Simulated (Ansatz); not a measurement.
# NaWO3: a tetragonal deformation path

The task, for NaWO3: follow a tetragonal deformation at fixed volume.

Computed with Ansatz 0.2.0 (DFT r2SCAN, scalar-relativistic, plane waves, PAW, unless a step's input says otherwise).

## (1) The structure to begin with

It takes space group Pm-3m (No. 221, cubic). Conventional cell: a = 3.850 Å, b = 3.850 Å, c = 3.850 Å, α = 90.00°, β = 90.00°, γ = 90.00°. Na (site symmetry m-3m) is surrounded by 12 O at 2.72 Å. W (site symmetry m-3m) is surrounded by 6 O at 1.93 Å. O (site symmetry 4/mmm) is surrounded by 2 W at 1.93 Å and 4 Na at 2.72 Å.

Coordinates:

```
CELL_PARAMETERS angstrom
3.85000 0.00000 0.00000
0.00000 3.85000 0.00000
0.00000 0.00000 3.85000
ATOMIC_POSITIONS crystal
Na 0.00000 0.00000 0.00000
W 0.50000 0.50000 0.50000
O 0.50000 0.50000 0.00000
O 0.00000 0.50000 0.50000
O 0.50000 0.00000 0.50000
```

The cell is taken as given, not relaxed at this level.

## (2) The reference cell

The reference gives a free energy of -13595.3014 eV, pressure 4.89 GPa, largest force 0.000 eV/Å and gap on the mesh none (metal). It was computed beforehand with the settings of the runs below.

## (3) The scan: a tetragonal deformation path

At fixed volume and fractional coordinates, lengths along (0.000, 0.000, 1.000) are scaled against those across it; ρ is that ratio over its starting value.

## (4) Point ρ = 0.707

File input.yaml:

```yaml
crystal:
  lattice:
    - [4.3216964388, 0.0, 0.0]
    - [0.0, 4.3216964388, 0.0]
    - [0.0, 0.0, 3.0554393822]
  atoms:
    - { symbol: Na, position: [0.0, 0.0, 0.0] }
    - { symbol: W, position: [0.5, 0.5, 0.5] }
    - { symbol: O, position: [0.5, 0.5, 0.0] }
    - { symbol: O, position: [0.0, 0.5, 0.5] }
    - { symbol: O, position: [0.5, 0.0, 0.5] }
basis:
  ecutwfc: 500
kpoints:
  mp_grid: { grid: [14, 14, 14] }
hamiltonian:
  xc: r2scan
scf:
  occupations: { method: gaussian, width: 0.15 }
output:
  forces: true
  stress: true
  eigenvalues: true
```

Launch:

```sh
ansatz run input.yaml --threads 1 --pin off --max-ram 2560MiB --backend cpu --events-out ev --progress --plain --runs-dir out
```

Further runs follow: At ρ = 1.414; point ρ = 0.850; At ρ = 1.200; point ρ = 0.780; At ρ = 1.300; point ρ = 0.920; point ρ = 1.100; ρ = 0.650; At ρ = 1.500; ρ = 0.960; At ρ = 1.050.

Q: Predict the outcome of this session. Wanted: highest point.

As calculated:

| quantity | value |
| --- | --- |
| highest point | 3637.6 meV/atom at ρ = 0.650 |

**Reading.** The undisturbed cell stays the lowest of the sampled points. No sampled point inside the path is a dip, apart from those named. The runs treat W without spin-orbit coupling. The final runs have no spin polarisation, so a magnetic state may lie lower.
